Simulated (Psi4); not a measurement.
# B2H2F2 (SMILES BB(F)F): a chain of runs

Wanted: a geometry optimisation (BLYP/cc-pVDZ), then vibrational wavenumbers, then a single-point energy (SCS-MP2/aug-cc-pVDZ) of B2H2F2. 

The calculation is run with Psi4 1.11.

### Step 1. The molecule

The species is B2H2F2 (6 atoms), meant as a singlet with charge 0. SMILES: `BB(F)F`. Geometry: relaxed at GFN2-xTB. The run starts from this shape.

Bond lengths: B1–B2 1.666 Å, B2–F3 1.327 Å, B2–F4 1.326 Å, B1–H5 1.168 Å, B1–H6 1.168 Å. Angles: B1–B2–F3 124.1°, B1–B2–F4 124.5°, F3–B2–F4 111.4°, B2–B1–H5 121.9°, B2–B1–H6 121.9°, H5–B1–H6 116.2°.

### Step 2. A structure relaxation at BLYP/cc-pVDZ (density fitting) (run 1)

b2f2h2.xyz

```xyz
6
B2F2H2
B     -0.384060     0.723310    -0.312960
B      0.345050    -0.650110     0.286370
F      0.646000    -1.713150    -0.448520
F      0.700630    -0.821130     1.551970
H     -1.545580     0.840870    -0.348270
H      0.237960     1.620200    -0.728600
```

job.py

```python
import psi4

psi4.set_memory('1600 MB')
psi4.set_num_threads(1)
psi4.set_output_file('run.log', False)

with open('b2f2h2.xyz') as f:
    atoms = ''.join(f.readlines()[2:])
mol = psi4.geometry('0 1\n' + atoms + '')

psi4.set_options({
    'basis': 'cc-pVDZ',
    'reference': 'rks',
    'geom_maxiter': 60,
})

e_tot = psi4.optimize('blyp')
print(f'blyp energy: {e_tot:.10f} Eh')
print(mol.to_string(dtype='xyz', units='Angstrom'))
```

The run is started by

```console
$ python job.py
```

run.log:

```text
[...]
  Running in c1 symmetry.
[...]
  Nuclear repulsion =   93.948527783027771
[...]
  Multiplicity = 1
[...]
  Nalpha       = 15
  Nbeta        = 15
[...]
    Number of basis functions: 66
[...]
WARNING  [psi4.optking.displace:426] 	Previous geometry is closer to target in internal coordinates, so using that one.
WARNING  [psi4.optking.displace:429] 	Best geometry has RMS(Delta(q)) = 4.93e-04
[...]
WARNING  [psi4.optking.displace:426] 	Previous geometry is closer to target in internal coordinates, so using that one.
WARNING  [psi4.optking.displace:429] 	Best geometry has RMS(Delta(q)) = 7.44e-09
[...]
   @DF-RKS iter   0:  -250.62318689225469   -2.50623e+02   4.31738e-04
[...]
   @DF-RKS iter   6:  -250.62140297819650   -3.63798e-12   6.48166e-09 DIIS
[...]
    Orbital Energies [Eh]
    ---------------------
    Doubly Occupied:
       1A    -24.318789     2A    -24.318693     3A     -6.637070
       4A     -6.573708     5A     -1.118171     6A     -1.091064
       7A     -0.510645     8A     -0.469306     9A     -0.455037
      10A     -0.414812    11A     -0.397774    12A     -0.362995
      13A     -0.346832    14A     -0.315718    15A     -0.281074
[...]
  @DF-RKS Final Energy:  -250.62140297819650
   => Energetics <=
    Nuclear Repulsion Energy =             92.0319297692487339
    One-Electron Energy =                -528.6983751178498778
    Two-Electron Energy =                 215.7950859008685711
    DFT Exchange-Correlation Energy =     -29.7500435304639339
    Empirical Dispersion Energy =           0.0000000000000000
    VV10 Nonlocal Energy =                  0.0000000000000000
    Total Energy =                       -250.6214029781964996
[...]
 Multipole Moments:
 ------------------------------------------------------------------------------------
     Multipole            Electronic (a.u.)      Nuclear  (a.u.)        Total (a.u.)
 ------------------------------------------------------------------------------------
 L = 1.  Multiply by 2.5417464519 to convert [e a0] to [Debye]
 Dipole X            :          1.5601537           -1.7446319           -0.1844782
 Dipole Y            :         -2.9380467            3.2856690            0.3476223
 Dipole Z            :          1.2819037           -1.4323643           -0.1504606
 Magnitude           :                                                    0.4213215
[...]
  -Total Gradient:
     Atom            X                  Y                   Z
    ------   -----------------  -----------------  -----------------
       1       -0.000035639288     0.000006114584    -0.000055549849
       2       -0.000022385659     0.000128295489     0.000123729090
       3       -0.000023828561     0.000019894121    -0.000080447654
       4       -0.000018618753     0.000021194928    -0.000050477154
       5       -0.000029335094     0.000064612487    -0.000022141599
       6       -0.000022058732     0.000058550144    -0.000020779748
[...]
    Final optimized geometry and variables:
    Molecular point group: c1
    Full point group: C1
    Geometry (in Angstrom), charge = 0, multiplicity = 1:
    B           -0.768613958695     1.447289427816    -0.630351164604
    B           -0.028485927038     0.053767310122    -0.022729756343
    F            0.262755193518    -1.004896208338    -0.807193265620
    F            0.310299429633    -0.074264713969     1.276867610333
    H           -1.975104062916     1.568732096341    -0.657968168082
    H           -0.120107559049     2.377133665717    -1.061670873539
```

Standard output:

```text
Optimizer: Optimization complete!
blyp energy: -250.6214029782 Eh
6
0 1 B2F2H2
B                    -0.768613958695     1.447289427816    -0.630351164604
B                    -0.028485927038     0.053767310122    -0.022729756343
F                     0.262755193518    -1.004896208338    -0.807193265620
F                     0.310299429633    -0.074264713969     1.276867610333
H                    -1.975104062916     1.568732096341    -0.657968168082
H                    -0.120107559049     2.377133665717    -1.061670873539
```

Wall time 27 s (1 thread of Intel Xeon Platinum 8375C at 2.90GHz (Ice Lake), shared host); peak memory 0.47 GiB.

Steps, from the record of the run:

| step | energy from the first frame kept (eV) | largest force (eV/Å) |
| --- | --- | --- |
| 0 | 0.0000 | 1.3705 |
| 1 | -0.1082 | 0.1107 |
| 2 | -0.0831 | 0.5772 |
| 3 | -0.1077 | 0.1346 |
| 4 | -0.1064 | 0.2122 |
| 5 | -0.1092 | 0.0128 |
| 6 | -0.1092 | 0.0092 |

After the run. Bond lengths: B1–B2 1.691 Å, B2–F3 1.349 Å, B2–F4 1.349 Å, B1–H5 1.213 Å, B1–H6 1.213 Å. Angles: B1–B2–F3 122.2°, B1–B2–F4 122.3°, F3–B2–F4 115.6°, B2–B1–H5 121.7°, B2–B1–H6 121.7°, H5–B1–H6 116.6°.

### Step 3. Vibrational wavenumbers at BLYP/cc-pVDZ (density fitting) (run 2)

b2f2h2.in

```
memory 1.6 GB

molecule {
  0 1
  B     -0.384347     0.724086    -0.314610
  B      0.355781    -0.669436     0.293011
  F      0.647022    -1.728099    -0.491452
  F      0.694566    -0.797468     1.592609
  H     -1.590837     0.845529    -0.342227
  H      0.264159     1.653931    -0.745930
}

set {
  basis                      cc-pVDZ
  reference                  rks
  t                          600.0
  rotational_symmetry_number 2
}

e_tot, wfn = frequency("blyp", return_wfn=True)
print_variables()
```

The run is started by

```console
$ psi4 b2f2h2.in b2f2h2.out -n 1
```

b2f2h2.out (excerpt; [...] marks lines left out):

```text
[...]
  Running in c1 symmetry.
[...]
  Nuclear repulsion =   92.031935834574710
[...]
  Multiplicity = 1
[...]
  Nalpha       = 15
  Nbeta        = 15
[...]
    Number of basis functions: 66
[...]
   @DF-RKS iter   1:  -250.50450545379741   -5.48603e-01   7.18849e-03 DIIS/ADIIS
[...]
   @DF-RKS iter  10:  -250.62140275144787   -7.58860e-11   6.27604e-09 DIIS
[...]
  @DF-RKS Final Energy:  -250.62140275144787
   => Energetics <=
    Nuclear Repulsion Energy =             92.0304236059882612
    One-Electron Energy =                -528.6954275845727125
    Two-Electron Energy =                 215.7934771994154062
    DFT Exchange-Correlation Energy =     -29.7498759722788542
    Empirical Dispersion Energy =           0.0000000000000000
    VV10 Nonlocal Energy =                  0.0000000000000000
    Total Energy =                       -250.6214027514478744
[...]
 Multipole Moments:
[...]
  -Total Gradient:
     Atom            X                  Y                   Z
    ------   -----------------  -----------------  -----------------
       1       -0.000188054408    -0.000177655415     0.000030614674
       2       -0.000061638112     0.000115027801     0.000129880618
       3       -0.000014352930     0.000023945320    -0.000081923470
       4       -0.000015061899     0.000022046686    -0.000050751922
       5       -0.000011946202     0.000032932955    -0.000002702906
       6        0.000139681897     0.000282596296    -0.000130896497
[...]
  ==> Harmonic Vibrational Analysis <==
[...]
  Freq [cm^-1]                 207.6789            233.7662            373.8711
[...]
  IR activ [km/mol]             0.0000              1.7852              8.1466
[...]
  Freq [cm^-1]                 449.3278            701.9988            771.3344
[...]
  IR activ [km/mol]            17.8436              0.5860              9.7680
[...]
  Freq [cm^-1]                 916.6557           1121.2883           1259.4378
[...]
  IR activ [km/mol]            51.6644             38.7581             132.8592
[...]
  Freq [cm^-1]                1272.3343           2526.4742           2592.4768
[...]
  IR activ [km/mol]            187.4468            32.3282             79.1687
[...]
  Total E_0, Enthalpy at 0 [K]                                                         -250.59309300 [Eh]
[...]
  Total H, Enthalpy at  600.00 [K]                                                     -250.57746620 [Eh]
[...]
```

The script printed:

```text
Warning: used thermodynamics relations inappropriate for low-frequency modes: ['207.6789' '233.7662' '373.8711' '449.3278']
```

Run time: 2 min. Hardware: 1 thread of Intel Xeon Platinum 8375C at 2.90GHz (Ice Lake), shared host; peak memory 0.46 GiB.

### Step 4. The energy at SCS-MP2/aug-cc-pVDZ (density fitting) (run 3)

run.py

```python
import psi4

psi4.set_memory(1600000000)
psi4.set_num_threads(1)
psi4.core.set_output_file('run.log', False)

molecule = psi4.geometry("""
0 1
B
B 1 1.690827
F 2 1.349434 1 122.15039
F 2 1.349119 3 115.55267 1 -179.98947
H 1 1.212901 2 121.74371 4 -90.00908
H 1 1.212934 5 116.55 2 179.97433
units angstrom
""")

psi4.set_options(dict(basis='aug-cc-pVDZ', freeze_core='true'))

e_tot = psi4.energy("scs-mp2")
print('E =', round(e_tot, 9))
```

The run is started by

```console
$ python run.py
```

run.log:

```text
[...]
  Running in c1 symmetry.
[...]
  Nuclear repulsion =   92.031929604880560
[...]
  Multiplicity = 1
[...]
  Nalpha       = 15
  Nbeta        = 15
[...]
    Number of basis functions: 110
[...]
   @RHF iter   1:  -249.46627609275572   -1.29511e+00   3.35438e-03 DIIS/ADIIS
[...]
   @RHF iter  10:  -249.52150228373426   -5.82645e-12   4.51718e-09 DIIS
[...]
    Orbital Energies [Eh]
    ---------------------
    Doubly Occupied:
       1A    -26.325248     2A    -26.325130     3A     -7.728097
       4A     -7.635847     5A     -1.642259     6A     -1.611101
       7A     -0.824479     8A     -0.755913     9A     -0.752478
      10A     -0.705998    11A     -0.676784    12A     -0.655775
      13A     -0.648328    14A     -0.510534    15A     -0.484483
[...]
  @RHF Final Energy:  -249.52150228373426
   => Energetics <=
    Nuclear Repulsion Energy =             92.0319296048805597
    One-Electron Energy =                -528.5419594927195703
    Two-Electron Energy =                 186.9885276041047177
    Total Energy =                       -249.5215022837342644
[...]
 Multipole Moments:
 ------------------------------------------------------------------------------------
     Multipole            Electronic (a.u.)      Nuclear  (a.u.)        Total (a.u.)
 ------------------------------------------------------------------------------------
 L = 1.  Multiply by 2.5417464519 to convert [e a0] to [Debye]
 Dipole X            :         -0.0005158            0.0003511           -0.0001647
 Dipole Y            :          0.0012620            0.0002782            0.0015402
 Dipole Z            :          3.3534454           -3.9863558           -0.6329105
 Magnitude           :                                                    0.6329124
[...]
	SCS-MP2 Total Energy (a.u.)        :  -250.07509438345096
	SOS-MP2 Total Energy (a.u.)        :  -250.02728017005728
	SCSN-MP2 Total Energy (a.u.)       :  -249.77396133045283
[...]
	SOS-PI-MP2 Total Energy (a.u.)     :  -250.11157648444444
[...]
	MP2 Total Energy (a.u.)            :  -250.08642649585110
[...]
```

On the terminal:

```text
E = -250.075094383
```

Run time: 16 s. Hardware: 1 thread of Intel Xeon Platinum 8375C at 2.90GHz (Ice Lake), shared host; peak memory 0.78 GiB.

### Step 5. Outcome

| quantity | value |
| --- | --- |
| run 1, BLYP/cc-pVDZ: total energy at the end | -250.62140 Eh |
| run 1, BLYP/cc-pVDZ: dipole moment | 1.07 D |
| run 1, BLYP/cc-pVDZ: HOMO energy | -7.65 eV |
| run 1, BLYP/cc-pVDZ: LUMO energy | -3.23 eV |
| run 1, BLYP/cc-pVDZ: HOMO–LUMO gap | 4.42 eV |
| run 2, BLYP/cc-pVDZ: lowest harmonic wavenumber | 208 cm⁻¹ |
| run 2, BLYP/cc-pVDZ: highest harmonic wavenumber | 2592 cm⁻¹ |
| run 2, BLYP/cc-pVDZ: zero-point energy | 74.3 kJ/mol |
| run 2, BLYP/cc-pVDZ: ideal-gas entropy at 600 K (symmetry number 2 as used) | 81.9 cal/(mol K) |
| run 3, SCS-MP2/aug-cc-pVDZ: total energy | -250.07509 Eh |
| run 3, SCS-MP2/aug-cc-pVDZ: HOMO energy (Hartree–Fock orbitals) | -13.18 eV |
| run 3, SCS-MP2/aug-cc-pVDZ: LUMO energy (Hartree–Fock orbitals) | 0.69 eV |
| run 3, SCS-MP2/aug-cc-pVDZ: HOMO–LUMO gap (Hartree–Fock orbitals) | 13.87 eV |
| run 3, SCS-MP2/aug-cc-pVDZ: correlation energy (4 core orbitals frozen) | -553.6 mEh |

The optimisation (run 1, BLYP/cc-pVDZ) took 7 steps and changed the energy by -0.109 eV. All 12 modes (run 2, BLYP/cc-pVDZ) are real, so the shape is a minimum at this level.
